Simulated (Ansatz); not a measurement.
# S (fcc type): a single-point run

Wanted: a converged single-point run for S (fcc type), and a check of what comes out.

Computed with Ansatz 0.2.0 (DFT, LDA, all-electron LAPW, scalar-relativistic, unless a step's input says otherwise).

1 further run of the same task is left out (set aside as unsound or not needed). Runs told in other sessions of the task aren't counted.

## 1. Starting point

Symmetry: Fm-3m, No. 225, cubic system. Conventional cell: a = 3.757 Å, b = 3.757 Å, c = 3.757 Å, α = 90.00°, β = 90.00°, γ = 90.00°. Around S (site symmetry m-3m) lie 12 S at 2.66 Å.

Coordinates:

```
S
1.0
     0.00000    1.87859    1.87859
     1.87859    0.00000    1.87859
     1.87859    1.87859    0.00000
S
1
Direct
  0.00000 0.00000 0.00000
```

## 2. Running it

input.yaml

```yaml
crystal:
  lattice:
    - [0.0, 1.8785853912, 1.8785853912]
    - [1.8785853912, 0.0, 1.8785853912]
    - [1.8785853912, 1.8785853912, 0.0]
  atoms:
    - { symbol: S, position: [0.0, 0.0, 0.0] }
kpoints:
  mp_grid: { grid: [16, 15, 17] }
scf:
  occupations: { method: fermi_dirac, width: 0.08 }
  max_iter: 75
hamiltonian:
  xc: lda
  pseudopotentials: { kind: all_electron, lapw: { basis_error: 0.001 } }
output:
  forces: true
  stress: true
  eigenvalues: true
  populations: true
```

Launch:

```console
> ansatz run input.yaml --threads 1 --pin off --max-ram 2048MiB --backend cpu --events-out ev --progress --plain --runs-dir out
```

What happens when this is run?

The run converged and reported no error, with warnings (symmetry narrowed by mesh). Its log warns: «crystal.symmetry: narrowed to the stabiliser of the k-point mesh — unitary ops 48 → 2; excluded 46 operations that carry a point of the 16×15×17 mesh (shift [0, 0 ...»

Look at the input: kpoints.mp_grid.grid is [16, 15, 17]. Unequal divisions along equivalent axes break the crystal's symmetry in the sampling.

The test: set kpoints.mp_grid.grid to [16, 16, 16].
